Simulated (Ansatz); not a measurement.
# C₂H₇NSSi: one species, many methods

One table from this session's results is given with a row withheld; the runs are named, their logs left out.

The runs use Ansatz 0.2.0, Gaussian basis; functionals in def2-TZVPP, the program's frozen cores in correlated methods.

Plan: LDA (SPW92), PBE-D4, revPBE-D4, BLYP-D4, r2SCAN-D4, B97M-V, PBE0-D4, B3LYP-D4, r2SCANh-D4, r2SCAN0-D4, HSE06-D4, BHLYP-D4, CAM-B3LYP-D4, LC-ωPBE, ωB97X-V, ωB97M-V, B2PLYP, PBE-QIDH; CCSD(T)/def2-SVP; CCSD(T)/def2-TZVPP; MP2/def2-QZVPP; extrapolation to the limit; RPA on PBE.

### The geometry

The geometry comes from an earlier relaxation with PBE0-D4 in a triple-zeta def2 set; it is a stationary point, not always the lowest conformer.

SMILES `C=CN[SiH2]S`, 12 atoms, charge 0, spin multiplicity 1.

Atoms are counted from 1 here; the program's logs count them from 0.

Bond lengths: C1–C2 1.331 Å, C1–H6 1.081 Å, C1–H7 1.085 Å, C2–N3 1.384 Å, C2–H8 1.087 Å, N3–Si4 1.722 Å, N3–H9 1.010 Å, Si4–S5 2.139 Å, Si4–H10 1.482 Å, Si4–H11 1.481 Å, S5–H12 1.344 Å. Angles: C2–C1–H6 120.1°, C2–C1–H7 122.1°, H6–C1–H7 117.8°, C1–C2–N3 126.4°, C1–C2–H8 119.9°, N3–C2–H8 113.7°, C2–N3–Si4 125.3°, C2–N3–H9 114.1°, Si4–N3–H9 119.1°, N3–Si4–S5 115.8°, N3–Si4–H10 105.1°, N3–Si4–H11 109.7°, S5–Si4–H10 110.7°, S5–Si4–H11 102.7°, H10–Si4–H11 113.0°, Si4–S5–H12 94.7°.

The first run:

The input, in.yaml:

```yaml
crystal:
  periodic: [false, false, false]
  atoms:
    - {symbol: C, position_ang: [-0.595011, 1.700345, 1.504194]}
    - {symbol: C, position_ang: [-0.457417, 0.503859, 0.936694]}
    - {symbol: N, position_ang: [0.632015, 0.060260, 0.206599]}
    - {symbol: Si, position_ang: [0.665584, -1.358782, -0.768239]}
    - {symbol: S, position_ang: [0.310291, -1.060723, -2.856117]}
    - {symbol: H, position_ang: [-1.482824, 1.931148, 2.075188]}
    - {symbol: H, position_ang: [0.167245, 2.467593, 1.422354]}
    - {symbol: H, position_ang: [-1.243913, -0.239420, 1.041801]}
    - {symbol: H, position_ang: [1.361174, 0.750375, 0.094572]}
    - {symbol: H, position_ang: [-0.360146, -2.253941, -0.183823]}
    - {symbol: H, position_ang: [2.025031, -1.945624, -0.749320]}
    - {symbol: H, position_ang: [-0.945130, -0.610190, -2.689905]}
basis:
  gaussian: {orbitals: def2-TZVPP}
hamiltonian: {xc: lda}
output: {orbitals: {seedname: orbitals}}
```

Steps of the session up to this table: LDA; PBE-D4 (GGA); revPBE-D4 (GGA); BLYP-D4 (GGA); r2SCAN-D4 (meta-GGA); B97M-V (meta-GGA); PBE0-D4 (hybrid); B3LYP-D4 (hybrid); r2SCANh-D4 (hybrid); r2SCAN0-D4 (hybrid); HSE06-D4 (hybrid); BHLYP-D4 (hybrid); CAM-B3LYP-D4 (range-separated); LC-ωPBE (range-separated); ωB97X-V (range-separated); ωB97M-V (range-separated); B2PLYP (double hybrid); PBE-QIDH (double hybrid).

One of the session's tables, all rows but one given; the rest of the session is left out.

It belongs to the step «Orbital energies across the functionals». 

```
  functional  HOMO (eV)  LUMO (eV)  gap (eV)
 LDA (SPW92)      -5.38      -0.74      4.64
      PBE-D4      -5.20      -0.56      4.63
   revPBE-D4          ?          ?         ?
     BLYP-D4      -5.04      -0.49      4.54
   r2SCAN-D4      -5.39      -0.23      5.15
      B97M-V      -5.42      -0.41      5.01
     PBE0-D4      -6.29       0.36      6.65
    B3LYP-D4      -6.08       0.07      6.15
  r2SCANh-D4      -5.80       0.11      5.91
  r2SCAN0-D4      -6.43       0.61      7.04
    HSE06-D4      -5.90      -0.02      5.88
    BHLYP-D4      -7.26       1.17      8.43
CAM-B3LYP-D4      -7.58       1.31      8.89
     LC-ωPBE      -8.92       2.56     11.49
     ωB97X-V      -8.55       2.37     10.92
     ωB97M-V      -8.47       2.06     10.53
```

**Question.** Estimate the row for revPBE-D4.

As computed: HOMO (eV): -5.13; LUMO (eV): -0.48; gap (eV): 4.65. In the column «HOMO (eV)» it lies between PBE-D4 (-5.20) and BLYP-D4 (-5.04).
